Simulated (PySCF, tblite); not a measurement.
# C6H10N radical: geometry, infrared bands and EPR parameters

Wanted: the infrared bands and EPR parameters of C6H10N radical (`[H]/[C]=C/C(=C)CNC`), by calculation.

Computed with tblite 0.8.0 and PySCF 2.14.0, with density-fitted response routines of our own, on a single molecule in the gas phase. Atoms are numbered from 0 throughout.

## (1) Starting geometry

17 atoms, charge 0, multiplicity 2; geometry from: force field or distance geometry start.

Bonds of the start (Å): C0–C1 1.34, C1–C2 1.47, C2–C3 1.31, C2–C4 1.47, C4–N5 1.45, N5–C6 1.46, C0–H7 1.09, C1–H8 1.10, C3–H9 1.09, C3–H10 1.09, C4–H11 1.10, C4–H12 1.12, N5–H13 1.03, C6–H14 1.10, C6–H15 1.10, C6–H16 1.11.

## (2) Optimising the geometry with GFN2-xTB

Job settings and geometry (Å):

```
{"job": {"kind": "relax", "xc": "GFN2-xTB", "basis": "xTB"}, "charge": 0, "multiplicity": 2}
C     -0.995000     1.934100     0.748100
C     -1.718700     0.811200     0.854200
C     -1.134600    -0.425000     0.313100
C     -1.751200    -1.584900     0.355000
C      0.182600    -0.308400    -0.330100
N      1.137000     0.178300     0.646500
C      2.410200     0.269300    -0.054200
H     -1.420800     2.851700     1.164500
H     -2.688500     0.810700     1.362800
H     -2.725900    -1.712000     0.834000
H     -1.223100    -2.433300    -0.088200
H      0.560000    -1.261900    -0.735700
H      0.138800     0.471400    -1.134400
H      1.166600    -0.409100     1.495000
H      2.529400    -0.687000    -0.577900
H      3.252800     0.464200     0.632300
H      2.273600     1.042700    -0.845500
```

Started as:

```bash
$ OMP_NUM_THREADS=1 python probes_run.py task.json out
```

The driver reads the jobs from task.json and runs them one after another.

**Question.** This job is followed by: GFN2-xTB harmonic vibrations, gas phase; UKS B3LYP, pcH-1 on C H N, non-relativistic, mean-field spin-orbit, GIAO. What will the session give for the following? strongest single infrared mode (GFN2-xTB); zero-point energy (GFN2-xTB); g(iso) (B3LYP); ⟨S²⟩; largest a(iso) (averaged by class); potential on the surface of density 0.002 e/bohr³, 1st and 99th percentile.

As calculated:

| quantity | value |
| --- | --- |
| strongest single infrared mode (GFN2-xTB) | 2860 cm⁻¹, 126 km/mol |
| zero-point energy (GFN2-xTB) | 88.6 kcal/mol |
| g(iso) (B3LYP) | 2.00216 |
| ⟨S²⟩ | 0.763 (exact 0.75) |
| largest a(iso) (averaged by class) | 13C on C0, 468.6 MHz |
| potential on the surface of density 0.002 e/bohr³, 1st and 99th percentile | -1.01 V and 1.33 V |

The optimisation took 102 steps and gained 0.634 eV; among the close pairs (by a distance rule), C2–C4 changed most, from 1.470 to 1.510 Å. No mode is imaginary among the 45: a minimum at this level. The strongest single mode, at 2860 cm⁻¹, moves mainly H14. GFN2-xTB is a fitted tight-binding method: band positions and strengths are rough. Its intensities can rank the bands wrongly. C0 carries the largest spin population, 0.89 e. The isotropic g lies 0.2 ppt below the free-electron value.
